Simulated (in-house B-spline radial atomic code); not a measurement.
**Cl⁵⁺: ionisation energy by several methods**

How far do functionals differ on the ionisation energy of Cl⁵⁺? Each run solves Cl⁵⁺ and then the next ion ([Ne] 3s1).

Program: in-house B-spline radial atomic code version 1. Level of theory: non-relativistic, several functionals, spin-polarised, exact exchange averaged over the configuration; spherical all-electron atom at the radial basis limit. These are calculated values, not measurements, unless marked.

## (1) The system

| Quantity | Value |
| --- | --- |
| element | chlorine (Z = 17) |
| charge | +5 |
| electrons | 12 |
| configuration | [Ne] 3s2 |
| nucleus | point |

The outer shells:

[Ne] 3s2
```
[Ne] core
3s [↑↓]
```

Where spins are not typed, each open shell is filled with up spins first.

## (2) B97-1, a global hybrid

Settings, as recorded:

```ini
Z = 17
electrons = 12.0
configuration = [Ne] 3s2
hamiltonian = nr
method = b97_1
spin_polarised = True
exact_exchange = averaged over the configuration
```

On the command line:

```console
$ python run_scf.py task.json out
```

task.json lists these runs, among others, and the program works through them in turn.

## (3) B3LYP, a global hybrid

Changes to the settings of step 2:

```diff
@@ -4,3 +4,3 @@
 hamiltonian = nr
-method = b97_1
+method = b3lyp
 spin_polarised = True
```

## (4) HSE06, a range-separated hybrid

Changes to the settings of step 3:

```diff
@@ -4,3 +4,3 @@
 hamiltonian = nr
-method = b3lyp
+method = hse06
 spin_polarised = True
```

## (5) CAM-B3LYP, a range-separated hybrid

Changes to the settings of step 4:

```diff
@@ -4,3 +4,3 @@
 hamiltonian = nr
-method = hse06
+method = camb3lyp
 spin_polarised = True
```

## (6) TPSSh, a global hybrid

Changes to the settings of step 5:

```diff
@@ -4,3 +4,3 @@
 hamiltonian = nr
-method = camb3lyp
+method = tpssh
 spin_polarised = True
```

Before running: The tabulated ionisation energy is 96.94 ± 0.04 eV (semi-empirical; NIST Atomic Spectra Database). What does each method give, and which comes nearest?

**Answer**, as computed:

| method | rung | total energy (hartree) | ΔSCF (eV) | −ε highest (eV) | ΔSCF less tabulated (eV) |
| --- | --- | --- | --- | --- | --- |
| B97-1 | global hybrid | -452.8769 | 96.680 | 90.502 (3s up) | -0.260 |
| B3LYP | global hybrid | -452.9206 | 96.692 | 90.676 (3s up) | -0.248 |
| TPSSh | global hybrid | -452.9160 | 96.181 | 89.899 (3s up) | -0.759 |
| HSE06 | range-separated hybrid | -452.7774 | 96.369 | 90.479 (3s up) | -0.571 |
| CAM-B3LYP | range-separated hybrid | -452.9217 | 96.689 | 92.554 (3s up) | -0.251 |

Tables give 96.94 ± 0.04 eV (semi-empirical; NIST Atomic Spectra Database) for the ionisation energy. B3LYP misses by -0.248 eV, the least, and TPSSh by -0.759 eV (0.78 %), the most. These runs lack relativity altogether, which can outweigh the gaps between the methods, so the nearest may be so by luck.
